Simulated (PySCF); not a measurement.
# C₇H₄FN: geometry, NMR shifts, spin-spin couplings and electronic excitations, part 2 of 2

PySCF 2.14.0. Atoms count from 0. Earlier steps stand in the parts before.

## (5) Excited states and response: CAM-B3LYP/def2-SVPD

The job: settings as JSON, then the geometry in Å.

```
{"job": {"kind": "uv", "xc": "CAM-B3LYP", "basis": "def2-SVPD", "ip": true}, "charge": 0, "multiplicity": 1}
N      3.541442     0.659706    -0.084148
C      2.395652     0.500955    -0.012178
C      0.980043     0.329968     0.076417
C      0.116416     1.434988     0.142446
C     -1.257797     1.248329     0.227083
C     -1.783983    -0.044571     0.245981
C     -0.943561    -1.153344     0.181600
C      0.427499    -0.957779     0.097711
F      1.234973    -2.004907     0.037437
H      0.545310     2.438130     0.126141
H     -1.921648     2.112986     0.278036
H     -2.863705    -0.194420     0.312078
H     -1.330635    -2.173306     0.195326
```

Method: TDDFT CAM-B3LYP/def2-SVPD, vertical, gas phase, core orbitals frozen in the response.

The program printed:

```text
coarse grid: 12232 points
cycle   1  E = -423.0588190317  dE =  1.772e+00  |g| = 6.443e-01  |ddm| = 1.256e+01
cycle   2  E = -422.9195716642  dE =  1.392e-01  |g| = 1.071e+00  |ddm| = 2.955e+00
cycle   3  E = -423.1552580634  dE = -2.357e-01  |g| = 1.136e-01  |ddm| = 1.656e+00
cycle   4  E = -423.1571118325  dE = -1.854e-03  |g| = 6.873e-02  |ddm| = 2.780e-01
cycle   5  E = -423.1580409895  dE = -9.292e-04  |g| = 1.169e-02  |ddm| = 1.268e-01
cycle   6  E = -423.1580695026  dE = -2.851e-05  |g| = 3.812e-03  |ddm| = 4.669e-02
cycle   7  E = -423.1580729049  dE = -3.402e-06  |g| = 6.062e-04  |ddm| = 1.162e-02
final grid: 122544 points
cycle   8  E = -423.2338141839  dE = -3.108e-05  |g| = 3.596e-03  |ddm| = 1.466e-01
cycle   9  E = -423.2338134394  dE =  7.446e-07  |g| = 4.392e-03  |ddm| = 1.798e-02
cycle  10  E = -423.2338168822  dE = -3.443e-06  |g| = 4.309e-04  |ddm| = 7.808e-03
cycle  11  E = -423.2338169057  dE = -2.358e-08  |g| = 2.822e-04  |ddm| = 1.243e-03
cycle  12  E = -423.2338169200  dE = -1.423e-08  |g| = 1.108e-04  |ddm| = 5.646e-04
cycle  13  E = -423.2338169228  dE = -2.867e-09  |g| = 1.523e-05  |ddm| = 2.514e-04
cycle  14  E = -423.2338169229  dE = -8.288e-11  |g| = 4.987e-06  |ddm| = 6.875e-05
converged SCF energy = -423.2338169229

Static polarisability (au): isotropic 84.600, principal 48.283 86.273 119.244

Singlet excitations
state   eV       nm        f      main configurations
  1   5.1256    241.9   0.04212   H->L 0.52, H-1->L 0.23, H->L+1 0.12
  2   5.7325    216.3   0.17169   H-1->L 0.46, H->L 0.32, H->L+1 0.16
  3   6.6427    186.6   0.00006   H-2->L 0.83, H-2->L+8 0.08
  4   6.7396    184.0   0.47097   H->L+1 0.67, H-1->L 0.23
  5   6.8599    180.7   0.47680   H-1->L+1 0.74, H->L 0.11
  6   7.0405    176.1   0.00002   H->L+5 0.36, H->L+3 0.17, H-1->L+5 0.13
  7   7.4279    166.9   0.00729   H->L+2 0.90
  8   7.6611    161.8   0.00007   H-4->L 0.53, H-5->L 0.38
  9   7.6956    161.1   0.00056   H-1->L+2 0.83
 10   7.7787    159.4   0.15584   H-3->L 0.62, H-2->L+5 0.12

Triplet excitations (Tamm-Dancoff, eV): 3.7662 4.3012 4.6295 5.3293
Vertical ionisation energy (delta-SCF) = 9.8518 eV
Vertical electron affinity (delta-SCF) = 0.1311 eV
```

It took 3.4 min on 1 thread, shared host.

The orbitals next to the gap, with their largest atomic shares:

| orbital | eV | atoms |
| --- | --- | --- |
| HOMO−3 | -11.80 | N0 28 %, C1 26 %, C5 13 % |
| HOMO−2 | -11.28 | N0 47 %, C1 37 %, C2 6 % |
| HOMO−1 | -9.45 | C6 24 %, C3 22 %, C5 11 % |
| HOMO | -9.12 | C4 18 %, C7 17 %, C2 15 % |
| LUMO | -0.83 | C5 19 %, C2 16 %, C3 13 % |
| LUMO+1 | 0.06 | C7 20 %, C4 19 %, C3 17 % |
| LUMO+2 | 1.12 | C4 16 %, C5 15 %, C3 11 % |

With each of the 10 states as a Gaussian band of 0.4 eV half-width at 1/e, the curve within the window shown has maxima at 216 nm (ε 7,200), 182 nm (ε 38,000), 160 nm (ε 6,600) L/(mol cm). Beyond the last state computed it falls off for lack of states. The curve at chosen wavelengths:

```csv
nm,ε (L/mol/cm)
153,3628
158,6434
163,6207
167,7188
172,16157
177,30730
182,37559
187,30540
191,20212
196,9827
201,5386
206,5239
211,6503
215,7129
220,6827
225,5658
230,4332
235,3287
239,2690
244,2128
249,1649
254,1210
259,826
263,576
268,344
273,192
```

Ground-state properties from the same run:

| property | computed |
| --- | --- |
| dipole moment (D) | 5.48 |
| polarisability (Å³) | 12.54 |
| HOMO–LUMO gap (eV) | 8.29 |
| −ε(HOMO) (eV) | 9.12 |

## (6) Nuclear shieldings: KT3/pcSseg-1

Settings changed since step 5:

```diff
@@ -1,2 +1,2 @@
-{"job": {"kind": "uv", "xc": "CAM-B3LYP", "basis": "def2-SVPD", "ip": true}, "charge": 0, "multiplicity": 1}
+{"job": {"kind": "nmr", "xc": "KT3", "basis": "pcSseg-1", "pop": false}, "charge": 0, "multiplicity": 1}
 N      3.541442     0.659706    -0.084148
```

Level: GIAO KT3/pcSseg-1 NMR shielding, non-relativistic, gas phase.

The program printed:

```text
coarse grid: 12232 points
cycle   1  E = -429.9855046096  dE =  1.383e+00  |g| = 7.373e-01  |ddm| = 3.869e+00
cycle   2  E = -429.5078524390  dE =  4.777e-01  |g| = 1.640e+00  |ddm| = 2.510e+00
cycle   3  E = -430.0459076151  dE = -5.381e-01  |g| = 4.568e-01  |ddm| = 1.976e+00
cycle   4  E = -430.0943876496  dE = -4.848e-02  |g| = 9.229e-02  |ddm| = 4.342e-01
cycle   5  E = -430.0955663063  dE = -1.179e-03  |g| = 4.969e-02  |ddm| = 1.258e-01
cycle   6  E = -430.0961432359  dE = -5.769e-04  |g| = 1.605e-02  |ddm| = 6.347e-02
cycle   7  E = -430.0962092332  dE = -6.600e-05  |g| = 5.027e-03  |ddm| = 2.128e-02
cycle   8  E = -430.0962155958  dE = -6.363e-06  |g| = 1.286e-03  |ddm| = 6.692e-03
final grid: 122544 points
cycle   9  E = -430.1208005713  dE = -2.235e-04  |g| = 2.455e-02  |ddm| = 1.263e-01
cycle  10  E = -430.1205620327  dE =  2.385e-04  |g| = 4.580e-02  |ddm| = 7.151e-02
cycle  11  E = -430.1208876853  dE = -3.257e-04  |g| = 3.497e-03  |ddm| = 5.050e-02
cycle  12  E = -430.1208896996  dE = -2.014e-06  |g| = 1.919e-03  |ddm| = 3.526e-03
cycle  13  E = -430.1208904483  dE = -7.487e-07  |g| = 5.186e-04  |ddm| = 2.051e-03
cycle  14  E = -430.1208905104  dE = -6.213e-08  |g| = 1.068e-04  |ddm| = 4.951e-04
cycle  15  E = -430.1208905131  dE = -2.655e-09  |g| = 4.023e-05  |ddm| = 1.330e-04
cycle  16  E = -430.1208905135  dE = -3.726e-10  |g| = 1.532e-05  |ddm| = 5.423e-05
converged SCF energy = -430.1208905135

GIAO shielding tensors (ppm)
atom      isotropic    diamagn.    paramagn.     s11        s22        s33       span
  0 N      -41.900     340.828    -382.728   -194.387   -160.303    228.990    423.377
  1 C       74.055     257.143    -183.088    -34.875    -27.767    284.805    319.680
  2 C       85.381     261.571    -176.190     17.021     83.487    155.635    138.614
  3 C       54.021     247.186    -193.165    -39.839     39.605    162.296    202.135
  4 C       64.934     252.278    -187.343    -31.660     52.893    173.570    205.230
  5 C       56.005     252.490    -196.485    -40.595     41.032    167.579    208.173
  6 C       71.955     256.350    -184.395     -5.980     58.883    162.962    168.941
  7 C       21.752     245.759    -224.008    -51.561     25.924     90.892    142.453
  8 F      262.427     473.547    -211.119    180.159    248.926    358.198    178.039
  9 H       23.987      30.229      -6.241     20.663     23.829     27.470      6.807
 10 H       24.352      29.676      -5.324     21.225     25.288     26.543      5.318
 11 H       24.064      29.750      -5.686     20.916     24.885     26.391      5.476
 12 H       24.398      30.115      -5.717     21.079     24.928     27.187      6.108
```

Wall time 31 s (1 thread, shared host).

This run: δ C7 160.6, C3 128.3, C5 126.3, C4 117.4, H9 7.33, H11 7.26 ppm.

## (7) Run by run: NMR shifts

Shifts (ppm) of some atoms, chosen among heavy atoms and hydrogens apart, with basis size and wall time (the measured row can stand on another reference than the computed rows):

| run | C7 | C3 | C5 | H9 | H11 | N0 | F8 | functions | time |
| --- | --- | --- | --- | --- | --- | --- | --- | --- | --- |
| PBE0/pcSseg-1 | 172.3 | 141.2 | 139.6 | 7.70 | 7.62 | 332.6 | -100.9 | 173 | 20 s |
| KT3/pcSseg-1 | 160.6 | 128.3 | 126.3 | 7.33 | 7.26 | 303.9 | -113.0 | 173 | 31 s |
| measured | – | – | – | – | – | – | -107.0 | – | – |

Measured: G. Saielli, R. Bini, A. Bagno, Computational 19F NMR. 2. Organic compounds, RSC Adv. 2014, ESI (exp. from Berger-Braun-Kalinowski 1994 and Everett 1995).

## (8) Outcome

The summary covers parts 1 to 2.

| quantity | value |
| --- | --- |
| point group | Cs |
| rotational constants (main isotopes) | 2.95, 1.51, 1.00 GHz |
| ¹³C shifts against TMS (PBE0/pcSseg-1) | 172.3, 141.2, 139.6, 128.9, 121.4, 119.4, 106.6 ppm |
| ¹H shifts against TMS (PBE0/pcSseg-1) | 7.70, 7.62, 7.31, 7.27 ppm |
| ¹⁵N shifts against NH3 (PBE0/pcSseg-1) | 332.6 ppm |
| ¹⁹F shifts against CFCl3 (PBE0/pcSseg-1) | -100.9 ppm |
| measured, and computed on the same scale | F8 δ -107.0, -100.9 ppm |
| largest coupling of the table (B3LYP/pcJ-1) | ¹J(C,F) C7–F8, -329.7 Hz |
| lowest singlet (CAM-B3LYP/def2-SVPD) | 5.13 eV (242 nm), f = 0.042 |
| brightest single state of those computed | state 5, 6.86 eV, f = 0.477 |
| lowest triplet | 3.77 eV |
| vertical ionisation energy (ΔSCF) | 9.85 eV |
| vertical electron affinity (ΔSCF) | 0.13 eV |
| range of the shift of N0 | 303.9 to 332.6 ppm |

The optimisation took 4 steps and gained 0.047 eV; among the close pairs (by a distance rule), C7–F8 changed most, from 1.343 to 1.324 Å. At PBE0/pcSseg-1: The largest span, 460 ppm, is at N0, where the paramagnetic term is -407 ppm. The one measured ¹⁹F shift is missed by +6.1 ppm (computed less measured, unscaled). Vibration, temperature and solvent are missing from the calculation, and it holds one conformer, so part of the miss against the measured shifts is not the functional's. Of the pairs tabulated at B3LYP/pcJ-1, C7–F8 couples most strongly (-329.7 Hz; Fermi contact -312.5 Hz). The lowest singlet, at 5.13 eV, is HOMO→LUMO 0.52, HOMO−1→LUMO 0.23 and is weak; of the 10 states computed, the strongest absorption comes from state 5 at 6.86 eV. The lowest triplet lies 1.36 eV below the lowest singlet (triplets in Tamm-Dancoff, singlets in full TDDFT). The orbital energy would give 9.12 eV for ionisation, ΔSCF gives 9.85 eV. Across the 2 runs the shift of N0 moves most, between 303.9 (KT3/pcSseg-1) and 332.6 ppm (PBE0/pcSseg-1).
